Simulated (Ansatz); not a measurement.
**Na (fcc type): how the settings move a single-point run**

Aim: see which settings change the result for Na (fcc type), by how much, and at what cost.

Method: reference: DFT, LDA, norm-conserving pseudopotentials, Ansatz's default files, scalar-relativistic, in Ansatz 0.2.0.

### 1 The starting structure

The structure is cubic, space group Fm-3m (No. 225). The conventional cell has a = 3.767 Å, b = 3.767 Å, c = 3.767 Å, α = 90.00°, β = 90.00°, γ = 90.00°. Na (site symmetry m-3m) is surrounded by 12 Na at 2.66 Å.

Structure file:

```cif
data_structure
_symmetry_space_group_name_H-M 'Fm-3m'
_symmetry_Int_Tables_number 225
_cell_length_a 3.7666
_cell_length_b 3.7666
_cell_length_c 3.7666
_cell_angle_alpha 90.000
_cell_angle_beta 90.000
_cell_angle_gamma 90.000
_cell_volume 53.44
loop_
_atom_site_label
_atom_site_type_symbol
_atom_site_symmetry_multiplicity
_atom_site_Wyckoff_symbol
_atom_site_fract_x
_atom_site_fract_y
_atom_site_fract_z
_atom_site_occupancy
Na1 Na 4 a 0.00000 0.00000 0.00000 1
```

### 2 Baseline

Input file input.yaml:

```yaml
crystal:
  lattice:
    - [0.0, 1.8832883448, 1.8832883448]
    - [1.8832883448, 0.0, 1.8832883448]
    - [1.8832883448, 1.8832883448, 0.0]
  atoms:
    - { symbol: Na, position: [0.0, 0.0, 0.0] }
kpoints:
  mp_grid: { grid: [13, 13, 13] }
scf:
  occupations: { method: fermi_dirac, width: 0.05 }
hamiltonian:
  xc: lda
  pseudopotentials: { kind: nc }
output:
  forces: true
  stress: true
  eigenvalues: true
```

Run with:

```sh
> ansatz run input.yaml --threads 1 --pin off --max-ram 2048MiB --backend cpu --events-out ev --progress --plain --runs-dir out
```

### 3 Changed: mixing.algorithm broyden, mixing.beta 0.9, mixing.ndim 4, ecutrho_ratio 8

Changes to input.yaml since step 2:

```diff
@@ -11,2 +11,3 @@
   occupations: { method: fermi_dirac, width: 0.05 }
+  mixing: { algorithm: broyden, beta: 0.9, ndim: 4 }
 hamiltonian:
@@ -18 +19,3 @@
   eigenvalues: true
+basis:
+  ecutrho_ratio: 8
```

Q: Predict the outcome of this session. Wanted: for each run, ending; energy change; pressure; gap; force.

**Answer**, as computed:

```tsv
run	ending	energy change	pressure (GPa)	gap (eV)	force (eV/Å)	cycles	time
reference	converged	0	47.9	0.00	0.00	6	2 s
1: mixing.algorithm broyden, mixing.beta 0.9, mixing.ndim 4, ecutrho_ratio 8	converged	0.0 meV/atom	47.9	0.00	0.00	6	2.2 s
```

Residual by cycle in the longest SCF loop of each run; runs are numbered as in the table. The quantity is the density residual dr2, in eV.

```tsv
cycle	reference	run 1
1	0.0569	0.0569
2	0.00857	0.00973
3	2.9e-4	3.8e-4
4	7.3e-7	1.8e-7
5	1.6e-9	9.5e-10
6	1.8e-11	2.6e-11
```

Changing the mixing and numerical grids hardly moves the energy: 0.0 meV/atom. The structure is not at rest: the sound run finds 48 GPa, so these are no properties of the relaxed crystal. 
